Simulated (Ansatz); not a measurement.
**Y3AlN4: the band gap up the ladder of functionals**

An exercise on one series of results from a longer session: the logs are not shown, and one member is left open.

Code: Ansatz 0.2.0. PAW datasets, plane waves. All values are calculated for a non-magnetic cell, which may be hypothetical.

## Starting point

The cell was relaxed beforehand with r2SCAN.

Space group P3m1 (No. 156), trigonal; conventional cell a = 3.700 Å, c = 10.944 Å, 16.21 Å³ an atom. Around Al lie 4 N at 1.84–2.17 Å; around Y lie 4 N at 2.23–2.30 Å; around Y lie 4 N at 2.20–2.31 Å; around Y lie 4 N at 2.23–2.31 Å; around N lie 1 Al at 1.84 Å and 3 Y at 2.20 Å.

The structure in full:

Space group P3m1 (No. 156). a = 3.700 Å, b = 3.700 Å, c = 10.944 Å, α = 90.00°, β = 90.00°, γ = 120.00°
```csv
atom,site,symmetry,x,y,z
Al,1b,3m.,0.3333,0.6667,0.0053
Y,1b,3m.,0.3333,0.6667,0.4896
Y,1c,3m.,0.6667,0.3333,0.2207
Y,1c,3m.,0.6667,0.3333,0.7592
N,1b,3m.,0.3333,0.6667,0.1730
N,1b,3m.,0.3333,0.6667,0.6998
N,1c,3m.,0.6667,0.3333,0.4321
N,1c,3m.,0.6667,0.3333,0.9703
```

The first run:

Contents of input.yaml:

```yaml
crystal:
  lattice:
    - [3.6996056125, 0.0, 0.0]
    - [-1.8498028063, 3.2039524444, 0.0]
    - [0.0, 0.0, 10.9435991987]
  atoms:
    - { symbol: Al, position: [0.3333333333, 0.6666666667, 0.0052843323] }
    - { symbol: "Y", position: [0.3333333333, 0.6666666667, 0.489604556] }
    - { symbol: "Y", position: [0.6666666667, 0.3333333333, 0.2207251578] }
    - { symbol: "Y", position: [0.6666666667, 0.3333333333, 0.759172542] }
    - { symbol: "N", position: [0.3333333333, 0.6666666667, 0.173011039] }
    - { symbol: "N", position: [0.3333333333, 0.6666666667, 0.6997731251] }
    - { symbol: "N", position: [0.6666666667, 0.3333333333, 0.432096354] }
    - { symbol: "N", position: [0.6666666667, 0.3333333333, 0.9703328939] }
kpoints:
  mp_grid: { grid: [12, 12, 2] }
  band_path:
    path:
      - [[0.0, 0.0, 0.0], [0.5, -4.465399179233e-17, -1.557351134021e-18], [0.3333333333333, 0.3333333333333, -1.038234089348e-18], [0.0, 0.0, 0.0], [-6.85064515673e-36, 1.209320078677e-36, 0.5], [0.5, -4.460952754801e-17, 0.5], [0.3333333333333, 0.3333333333333, 0.5], [-6.85064515673e-36, 1.209320078677e-36, 0.5]]
      - [[0.5, -4.460952754801e-17, 0.5], [0.5, -4.465399179233e-17, -1.557351134021e-18]]
      - [[0.3333333333333, 0.3333333333333, 0.5], [0.3333333333333, 0.3333333333333, -1.038234089348e-18]]
    npoints: 10
hamiltonian:
  xc: pbe
scf:
  occupations: { method: fermi_dirac, width: 0.02 }
  n_extra_bands: 6
output:
  forces: true
  stress: true
  eigenvalues: true
```

The run is started by

```
> ansatz run input.yaml --threads 4 --pin off --max-ram 6451MiB --backend cpu --events-out ev --progress --plain --runs-dir out
```

Steps of the session up to this table: PBE band path; Single point with r2SCAN; HSE06; Single point with PBE+SOC; PBE0 at the same geometry.

One table of the session follows, with a row left open; its other results are not shown here.

```
  level  gap (eV)
    PBE      1.63
 r2SCAN      2.01
  HSE06      2.63
PBE+SOC         ?
   PBE0      3.32
```

Q: Estimate the row for PBE+SOC from the others.

The run gave: gap (eV): 1.62. In the column «gap (eV)» it is the lowest.

Meshes: PBE 12×12×2, r2SCAN 12×12×2, HSE06 6×6×2, PBE+SOC 12×12×2, PBE0 6×6×2

What this shows: PBE+SOC gives the least gap, 1.62 eV, and PBE0 the largest, 3.32 eV. PBE reaches 62 % of the HSE06 value, and r2SCAN 77 %. PBE0 lies 0.70 eV above HSE06, which differs from it by screening the long-range exchange.

Caveats from the session: Warnings in the runs' records: stress exchange threshold loose, stress scf threshold loose.
